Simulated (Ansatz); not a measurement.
# Si10H5Cl: the cost of one run

All numbers below are computed with Ansatz 0.2.0 (DFT PBEsol, plane waves, PAW, scalar-relativistic, no spin polarisation).

### Step 1. The system as given

The cell holds 32 atoms (Cl2H10Si20): a = 7.679 Å, b = 7.679 Å, c = 20.254 Å, α = 90.00°, β = 90.00°, γ = 90.00°.

The coordinates stand in the first input below.

### Step 2. Relaxing end A

The input, input.yaml:

```yaml
crystal:
  lattice:
    - [7.67918, 0.0, 0.0]
    - [0.0, 7.67918, 0.0]
    - [0.0, 0.0, 20.254362]
  atoms:
    - { symbol: H, position: [0.409392, 0.0, 0.0493721] }
    - { symbol: H, position: [0.090608, 0.0, 0.0493721] }
    - { symbol: H, position: [0.909392, 0.0, 0.0493721] }
    - { symbol: H, position: [0.590608, 0.0, 0.0493721] }
    - { symbol: H, position: [0.409392, 0.5, 0.0493721] }
    - { symbol: H, position: [0.090608, 0.5, 0.0493721] }
    - { symbol: H, position: [0.909392, 0.5, 0.0493721] }
    - { symbol: H, position: [0.590608, 0.5, 0.0493721] }
    - { symbol: Si, position: [0.25, 0.0, 0.0921036] }
    - { symbol: Si, position: [0.75, 0.0, 0.0921036] }
    - { symbol: Si, position: [0.25, 0.5, 0.0921036] }
    - { symbol: Si, position: [0.75, 0.5, 0.0921036] }
    - { symbol: Si, position: [0.25, 0.25, 0.1591262] }
    - { symbol: Si, position: [0.75, 0.25, 0.1591262] }
    - { symbol: Si, position: [0.25, 0.75, 0.1591262] }
    - { symbol: Si, position: [0.75, 0.75, 0.1591262] }
    - { symbol: Si, position: [0.0, 0.25, 0.2261488] }
    - { symbol: Si, position: [0.5, 0.25, 0.2261488] }
    - { symbol: Si, position: [0.0, 0.75, 0.2261488] }
    - { symbol: Si, position: [0.5, 0.75, 0.2261488] }
    - { symbol: Si, position: [0.0, 0.0, 0.2931714] }
    - { symbol: Si, position: [0.5, 0.0, 0.2931714] }
    - { symbol: Si, position: [0.0, 0.5, 0.2931714] }
    - { symbol: Si, position: [0.5, 0.5, 0.2931714] }
    - { symbol: Si, position: [0.25, 0.0969069, 0.3582191] }
    - { symbol: Si, position: [0.75, 0.0969069, 0.3582191] }
    - { symbol: Si, position: [0.25, 0.4030931, 0.3404452] }
    - { symbol: Si, position: [0.75, 0.4030931, 0.3404452] }
    - { symbol: H, position: [0.25, 0.4689802, 0.407535] }
    - { symbol: H, position: [0.75, 0.4689802, 0.407535] }
    - { symbol: Cl, position: [0.4870149, 0.106657, 0.4810994] }
    - { symbol: Cl, position: [0.3662154, -0.1240784, 0.483568] }
basis:
  ecutwfc: 420.0
kpoints:
  mp_grid: { grid: [2, 2, 1] }
hamiltonian:
  xc: pbesol
  pseudopotentials: { kind: paw, azcp: { folder: soft_1 } }
scf:
  occupations: { method: fermi_dirac, width: 0.02 }
  lower_state_search: "off"
relax:
  f_tol: 0.03
  max_steps: 60
  adjacent_minimum: "off"
  constraints: [{ sites: [0, 1, 2, 3, 4, 5, 6, 7, 8, 9, 10, 11] }]
```

On the command line:

```sh
$ ansatz run input.yaml --threads 2 --pin off --max-ram 5120MiB --backend cpu --events-out ev --progress --plain --runs-dir out
```

Q: Estimate wall time and peak memory on 2 threads of Arm Neoverse V1, shared host.

About 3.1 min, with a peak of 1.6 GiB.
